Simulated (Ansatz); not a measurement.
# ClGaH2 (SMILES [Cl][GaH2]): MP2/def2-SV(P)

We compute molecular dynamics of ClGaH2. 

The calculation is run with Ansatz 0.2.0.

## (1) The structure to begin with

The species is ClGaH2 (4 atoms), typed as a singlet with charge 0. As SMILES, `[Cl][GaH2]`. Geometry: a rough force-field guess. The run starts from this shape.

Bond lengths: Cl1–Ga2 2.200 Å, Ga2–H3 1.385 Å, Ga2–H4 1.429 Å. Angles: Cl1–Ga2–H3 105.8°, Cl1–Ga2–H4 120.1°, H3–Ga2–H4 134.0°.

## (2) Molecular dynamics at MP2/def2-SV(P)

File job.yaml:

```yaml
crystal:
  periodic: [false, false, false]
  atoms:
    - {symbol: Cl, position_ang: [-1.693100, 0.409500, -0.784700]}
    - {symbol: Ga, position_ang: [0.270200, -0.045500, 0.098400]}
    - {symbol: H, position_ang: [0.484000, -1.394300, -0.130100]}
    - {symbol: H, position_ang: [0.994500, 0.970100, 0.796100]}
basis:
  gaussian:
    orbitals: def2-SVP.json
correlation:
  method: mp2
md:
  timestep: 0.25 fs
  n_steps: 20
  ensemble: nve_milne
  temperature: 100
  initial_velocities: maxwell_boltzmann
  seed: 767
```

The basis set def2-SV(P) is read from a file made from the Basis Set Exchange's data (not shown).

On the command line:

```sh
$ ansatz run job.yaml --threads 1 --pin off --max-ram 2610MiB --events-out events.jsonl --progress --plain --runs-dir runs
```

**Question.** What will come out? Wanted: potential energy of the last frame.

Computed results:

Level: MP2/def2-SV(P), 14 core orbitals frozen.

| quantity | value |
| --- | --- |
| potential energy of the last frame | -2383.88544 Eh |

Mulliken charges run from -0.31 on Cl1 to +0.44 on Ga2; they depend strongly on the basis.
